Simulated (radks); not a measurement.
# The series with 14 electrons, Si to Cr¹⁰⁺

One table from this session's results is given with a row withheld; the runs are named, their logs left out.

Method: Dirac Kohn-Sham, LDA (Slater exchange, Perdew-Wang correlation), spin-unpolarised, spherical densities, finite nucleus; open shells fill j = l - 1/2 first. Code: radks (a radial shooting solver on a logarithmic mesh, Libxc functionals) version 1.

### Starting point

* electrons: 14
* ions: Si, P⁺, S²⁺, Cl³⁺, Ar⁴⁺, K⁵⁺, Ca⁶⁺, Sc⁷⁺, Ti⁸⁺, V⁹⁺, Cr¹⁰⁺
* configuration: NIST ground configuration of each

The first run:

Input:

```text
Z 14
configuration [Ne] 3s2 3p2
relativity Dirac
functional lda,pw
spin unpolarised
j_filling energy
nucleus finite rms 3.1224 fm
c 137.035999084
```

Among the steps run: Si, [Ne] 3s2 3p2; P⁺, [Ne] 3s2 3p2; S²⁺, [Ne] 3s2 3p2; Cl³⁺, [Ne] 3s2 3p2; Ar⁴⁺, [Ne] 3s2 3p2; K⁵⁺, [Ne] 3s2 3p2; Ca⁶⁺, [Ne] 3s2 3p2; Sc⁷⁺, [Ne] 3s2 3p2; Ti⁸⁺, [Ne] 3s2 3p2; V⁹⁺, [Ne] 3s2 3p2; Cr¹⁰⁺, [Ne] 3s2 3p2.

One table of the session follows, with a row left open; its other results are not shown here.

```
  ion  E (hartree)  ε(2p1/2) (eV)  ε(2p3/2) (eV)  ε(3s1/2) (eV)  ε(3p1/2) (eV)
   Si   -288.82337        -95.997        -95.350        -10.862         -4.172
   P⁺   -340.43151        -135.71        -134.80        -23.299        -14.328
  S²⁺   -396.58059        -183.05        -181.79        -39.369        -28.127
 Cl³⁺   -457.26485        -237.69        -235.99        -58.810        -45.309
 Ar⁴⁺   -522.48575        -299.50        -297.25        -81.510        -65.757
  K⁵⁺   -592.24851        -368.41        -365.49        -107.41        -89.409
 Ca⁶⁺            ?              ?              ?              ?              ?
 Sc⁷⁺   -745.43141        -527.44        -522.74        -168.69        -146.20
 Ti⁸⁺   -828.87147        -617.54        -611.69        -204.05        -179.30
  V⁹⁺   -916.89265        -714.70        -707.51        -242.54        -215.54
Cr¹⁰⁺  -1009.50769        -818.95        -810.19        -284.16        -254.90
```

Q: Estimate the row for Ca⁶⁺ from the others.

The run gave: E (hartree): -666.56064; ε(2p1/2) (eV): -444.39; ε(2p3/2) (eV): -440.67; ε(3s1/2) (eV): -136.48; ε(3p1/2) (eV): -116.23. In the column «E (hartree)» it lies between Sc⁷⁺ (-745.43141) and K⁵⁺ (-592.24851).

**Reading.** From Si to Cr¹⁰⁺ the 3p1/2 level deepens by a factor 61.1 and shrinks by a factor 3.53. The order of these tabulated levels, which need not hold every outer shell, does not change along the series.
